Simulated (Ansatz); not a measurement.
**C2H6AlN: rigid torsion scan**

A script is to give a rigid torsion scan; the system is C2H6AlN. SMILES: C=[N][AlH][CH3].

All numbers are computed with Ansatz 0.2.0 through its Python package. Level of theory: r2SCAN0/cc-pVDZ.

### Step 1. Starting point

Bond lengths: C1–N2 1.235 Å, N2–Al3 1.898 Å, Al3–C4 2.013 Å, C1–H5 1.113 Å, C1–H6 1.145 Å, Al3–H7 1.581 Å, C4–H8 1.100 Å, C4–H9 1.192 Å, C4–H10 1.067 Å. Angles: C1–N2–Al3 120.8°, N2–C1–H5 124.8°, N2–C1–H6 120.5°, H5–C1–H6 114.4°, N2–Al3–C4 119.3°, N2–Al3–H7 121.0°, C4–Al3–H7 119.3°, Al3–C4–H8 108.8°, Al3–C4–H9 106.1°, Al3–C4–H10 113.4°, H8–C4–H9 108.9°, H8–C4–H10 113.1°, H9–C4–H10 106.2°.

The script holds or builds the structure itself.

### Step 2. The code

torsion.py reads:

```python
'''Energy of C2H6AlN as one group turns about a bond.'''

import ansatz as az
from ase import Atoms

BASIS_SET = 'cc-pVDZ'
FUNCTIONAL = 'r2scan0'
FORCE_TOL = 0.02

atoms = Atoms(['C', 'N', 'Al', 'C', 'H', 'H', 'H', 'H', 'H', 'H'], positions=[
    [-0.4896, 2.3034, -0.5312],
    [-0.3073, 1.3644, 0.2495],
    [0.0345, -0.3865, -0.3991],
    [0.4954, -1.8486, 0.9048],
    [-0.5323, 2.2081, -1.639],
    [-0.7446, 3.347, -0.1355],
    [0.1212, -0.6782, -1.9508],
    [0.6537, -2.7832, 0.3471],
    [-0.4576, -1.9754, 1.6089],
    [1.3097, -1.6022, 1.5483],
])

# relax first, so that the scan starts from a minimum
first = (
    az.Crystal.molecule_from_ase(atoms).calculation()
    .basis(gaussian=BASIS_SET)
    .functional(FUNCTIONAL)
    .relax(force_tolerance=FORCE_TOL, max_steps=80)
)
atoms.positions = first.run(threads=1).report['positions_ang']

start = atoms.get_dihedral(1, 2, 3, 7)
energies = {}
for turn in range(0, 121, 20):
    turned = atoms.copy()
    turned.set_dihedral(1, 2, 3, 7, start + turn, indices=[3, 7, 8, 9])
    calculation = (
        az.Crystal.molecule_from_ase(turned).calculation()
        .basis(gaussian=BASIS_SET)
        .functional(FUNCTIONAL)
    )
    energies[round((start + turn) % 360)] = calculation.run(threads=1).report['free_energy_ev']
floor = min(energies.values())
print('dihedral N1-Al2-C3-H7 (deg)   E - E(min) (kcal/mol)')
for angle, e in sorted(energies.items()):
    print(f'{angle:8d} {23.060548 * (e - floor):14.3f}  ' + '#' * int(30 * (e - floor) / max(max(energies.values()) - floor, 1e-9)))
```

### Step 3. The input behind the calls

The package turns the script's settings into the engine's input (first run):

```yaml
crystal:
  periodic: [false, false, false]
  atoms:
    - { symbol: C, position_ang: [-0.4896, 2.3034, -0.5312] }
    - { symbol: "N", position_ang: [-0.3073, 1.3644, 0.2495] }
    - { symbol: Al, position_ang: [0.0345, -0.3865, -0.3991] }
    - { symbol: C, position_ang: [0.4954, -1.8486, 0.9048] }
    - { symbol: H, position_ang: [-0.5323, 2.2081, -1.639] }
    - { symbol: H, position_ang: [-0.7446, 3.347, -0.1355] }
    - { symbol: H, position_ang: [0.1212, -0.6782, -1.9508] }
    - { symbol: H, position_ang: [0.6537, -2.7832, 0.3471] }
    - { symbol: H, position_ang: [-0.4576, -1.9754, 1.6089] }
    - { symbol: H, position_ang: [1.3097, -1.6022, 1.5483] }
basis:
  gaussian:
    orbitals: cc-pVDZ
hamiltonian:
  xc: r2scan0
relax:
  f_tol: 0.02
  max_steps: 80
```

### Step 4. Running it

Run with:

```sh
> python torsion.py
```

Log:

```text
dihedral N1-Al2-C3-H7 (deg)   E - E(min) (kcal/mol)
     185          0.000
     205          0.019  ##
     225          0.081  #########
     245          0.170  ##################
     265          0.247  ###########################
     285          0.269  ##############################
     305          0.232  #########################
```

Wall time 79 s (1 thread of Arm Neoverse V2, shared host); peak memory 0.27 GiB.

### Step 5. How the relaxation of run 0 went

Relaxation path:

```
step  E - E(step 1) (eV)  largest force component (eV/Å)
   1              0.0000                          3.2656
   2              0.1066                          3.2416
   3             -0.2436                          1.3382
   4             -0.2649                          0.5998
   5             -0.2971                          0.0410
   6             -0.2974                          0.0185
```

Step 1 is the start. Step 2 was tried and not accepted.

Before: Bond lengths: C1–N2 1.235 Å, N2–Al3 1.898 Å, Al3–C4 2.013 Å, C1–H5 1.113 Å, C1–H6 1.145 Å, Al3–H7 1.581 Å, C4–H8 1.100 Å, C4–H9 1.192 Å, C4–H10 1.067 Å. Angles: C1–N2–Al3 120.8°, N2–C1–H5 124.8°, N2–C1–H6 120.5°, H5–C1–H6 114.4°, N2–Al3–C4 119.3°, N2–Al3–H7 121.0°, C4–Al3–H7 119.3°, Al3–C4–H8 108.8°, Al3–C4–H9 106.1°, Al3–C4–H10 113.4°, H8–C4–H9 108.9°, H8–C4–H10 113.1°, H9–C4–H10 106.2°.

After: Bond lengths: C1–N2 1.264 Å, N2–Al3 1.845 Å, Al3–C4 1.946 Å, C1–H5 1.112 Å, C1–H6 1.106 Å, Al3–H7 1.596 Å, C4–H8 1.096 Å, C4–H9 1.100 Å, C4–H10 1.099 Å. Angles: C1–N2–Al3 121.9°, N2–C1–H5 125.2°, N2–C1–H6 120.9°, H5–C1–H6 113.9°, N2–Al3–C4 117.7°, N2–Al3–H7 117.8°, C4–Al3–H7 124.5°, Al3–C4–H8 113.9°, Al3–C4–H9 110.1°, Al3–C4–H10 110.6°, H8–C4–H9 107.8°, H8–C4–H10 108.2°, H9–C4–H10 106.0°.

Run 0 is this relaxation; the runs after it count from 1.

### Step 6. Run by run

The 7 runs, in the order started:

```
run  turn (°)  energy from run 1 (eV)  SCF cycles  CPU time (s)
  1         0                  0.0000          17           4.9
  2        20                  0.0008          18           5.2
  3        40                  0.0035          18           5.2
  4        60                  0.0074          17           4.9
  5        80                  0.0107          17           4.8
  6       100                  0.0117          17           4.9
  7       120                  0.0100          17           4.8
```

### Step 7. Summary of results

```
              quantity     value
         runs compared         7
       range of energy  0.012 eV
lowest point, turn (°)         0
```

In words: The lowest point lies at a turn of 0°, the highest 0.012 eV (1.1 kJ/mol) above it at 100°. The rest of the molecule is held rigid, so the true barrier is lower. Run 0: The relaxation took 4 moves; the largest shift is 0.119 Å, of atom 7 (H). The scan is rigid, so its barriers lie above those of a relaxed path; they are electronic energies in a modest basis. With rigid groups the curve can differ much from the relaxed barrier, and equivalent turns needn't return to the same energy.
